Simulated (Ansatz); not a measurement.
# CH₅ClO₂Ti: how energies converge with the basis set

How large a basis does CH₅ClO₂Ti need? Two functionals are run in growing sets.

Method: one geometry, several basis sets; program: Ansatz 0.2.0, Gaussian basis.

Levels to be run: PBE0-D4/def2-SVP; ωB97M-V/def2-SVP; PBE0-D4/def2-QZVPP; ωB97M-V/def2-QZVPP; the functionals' def2-TZVPP values are taken from earlier runs.

## 1. The relaxed structure

The geometry comes from an earlier relaxation with PBE0-D4 in a triple-zeta def2 set; it is a stationary point, not always the lowest conformer.

10 atoms, charge 0, spin multiplicity 1.

Atoms are counted from 1 here; the program's logs count them from 0.

Bond lengths: C1–Ti2 2.052 Å, C1–H6 1.093 Å, C1–H7 1.094 Å, C1–H8 1.094 Å, Ti2–O3 1.769 Å, Ti2–O4 1.779 Å, Ti2–Cl5 2.215 Å, O3–H9 0.956 Å, O4–H10 0.957 Å. Angles: Ti2–C1–H6 109.4°, Ti2–C1–H7 108.7°, Ti2–C1–H8 109.6°, H6–C1–H7 109.8°, H6–C1–H8 109.7°, H7–C1–H8 109.6°, C1–Ti2–O3 105.4°, C1–Ti2–O4 105.1°, C1–Ti2–Cl5 106.2°, O3–Ti2–O4 113.2°, O3–Ti2–Cl5 112.9°, O4–Ti2–Cl5 113.1°, Ti2–O3–H9 146.8°, Ti2–O4–H10 138.4°.

## 2. PBE0-D4 in def2-SVP

The input, in.yaml:

```yaml
crystal:
  periodic: [false, false, false]
  atoms:
    - {symbol: C, position_ang: [-1.093242, -0.834559, -0.543512]}
    - {symbol: Ti, position_ang: [0.309487, 0.535732, 0.059901]}
    - {symbol: O, position_ang: [0.520821, 0.258765, 1.794101]}
    - {symbol: O, position_ang: [1.764681, 0.159175, -0.890963]}
    - {symbol: Cl, position_ang: [-0.536744, 2.530767, -0.397394]}
    - {symbol: H, position_ang: [-2.031799, -0.652436, -0.013023]}
    - {symbol: H, position_ang: [-1.248856, -0.726444, -1.620704]}
    - {symbol: H, position_ang: [-0.736483, -1.844579, -0.323578]}
    - {symbol: H, position_ang: [0.463100, 0.625113, 2.675062]}
    - {symbol: H, position_ang: [2.672237, -0.102635, -0.737089]}
basis:
  gaussian: {orbitals: def2-SVP}
hamiltonian: {xc: pbe0, dispersion: d4}
output: {orbitals: {seedname: orbitals}}
```

Launch:

```console
ansatz run in.yaml --threads 4 --pin off --events-out ev --progress --plain --max-ram 10444MiB
```

Further steps of the session: ωB97M-V in def2-SVP; PBE0-D4 in def2-QZVPP; ωB97M-V in def2-QZVPP.

**Question.** What will the summary of the whole plan be? Wanted: PBE0-D4: double and triple zeta above quadruple; ωB97M-V: double and triple zeta above quadruple.

The runs gave:

```
                                       quantity           value
PBE0-D4: double and triple zeta above quadruple  14.93, 1.11 eV
ωB97M-V: double and triple zeta above quadruple  15.01, 1.05 eV
```

In words: PBE0-D4 gains 13.82 eV from double to triple zeta, then 1.11 eV more. These are total energies; as a rule much of such shifts cancels in differences, which this series doesn't test.
